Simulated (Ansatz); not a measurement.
# GeH4N: rigid scan of one bond length from a Python script

Aim: a rigid scan of one bond length, for GeH4N, run from a script.

Computed with the Python package of Ansatz 0.2.0. Level of theory: r2SCAN+D3(BJ)/def2-TZVP.

## Step 1: Starting point

Bond lengths: N1–Ge2 1.924 Å, N1–H3 0.985 Å, Ge2–H4 1.492 Å, Ge2–H5 1.561 Å, Ge2–H6 1.560 Å. Angles: N1–Ge2–H4 110.1°, N1–Ge2–H5 108.4°, N1–Ge2–H6 110.3°, H4–Ge2–H5 107.3°, H4–Ge2–H6 111.3°, H5–Ge2–H6 109.4°, Ge2–N1–H3 103.4°.

The script holds or builds the structure itself.

## Step 2: The script

scan_geh4n.py reads:

```python
import ansatz as az
from ase import Atoms
import numpy as np


def main() -> None:
    atoms = Atoms(["N", "Ge", "H", "H", "H", "H"], positions=[
        [0.4764, -1.3558, 0.4998],
        [-0.2746, 0.2457, -0.2581],
        [1.1569, -1.015, 1.1252],
        [-1.339, -0.1047, -1.2434],
        [0.85, 0.9949, -1.0386],
        [-0.8277, 1.1709, 0.8689],
    ])
    mol = az.Crystal.molecule_from_ase(atoms)

    symbols = [site.symbol for site in mol.cartesian_sites]
    start = np.array([site.position_ang for site in mol.cartesian_sites])
    axis = (start[5] - start[1]) / np.linalg.norm(start[5] - start[1])
    moving = [5]
    lengths, energies = [1.33, 1.43, 1.56, 1.72, 1.95, 2.34, 2.81, 3.43], []
    for length in lengths:
        xyz = start.copy()
        xyz[moving] += (length - np.linalg.norm(start[5] - start[1])) * axis
        point = az.Crystal.molecule()
        for symbol, xyz in zip(symbols, xyz):
            point = point.atom(symbol, xyz.tolist())
        base = (
            point.calculation()
            .basis(gaussian="def2-TZVP")
            .functional("r2SCAN", dispersion="d3bj")
            .spin("collinear", total=1)
        )
        summary = base.run(threads=1).report
        energies.append(summary["free_energy_ev"])
        print(f"r = {length:6.3f} A  E = {energies[-1]:.5f} eV  <S^2> = {abs(summary['mean_field']['state']['spin_squared']):.3f}")

    print("energy above the lowest point (eV):", [round(e - min(energies), 3) for e in energies])


if __name__ == "__main__":
    main()
```

## Step 3: Running it

Started as:

```
> python scan_geh4n.py
```

**Question.** What results will this script give? Wanted: range of energy; lowest point, distance.

The runs gave:

```
                  quantity     value
             runs compared         8
           range of energy  3.136 eV
lowest point, distance (Å)      1.56
```

What this shows: The lowest point, at 1.56, lies inside the range. The ends stand 0.486 and 3.14 eV above it. The distance scanned is the script's pair 1, 5. <S²> moves from 0.76 to 1.29: along the scan the mean field breaks spin symmetry. Reading the output:
- The rest of the molecule is held rigid at a force-field or estimated start geometry, and the basis set is modest; single-reference methods fail as a bond breaks.
- The species is open-shell (spin multiplicity 2).
- A dispersion term here runs with damping parameters fitted for another variant or functional.
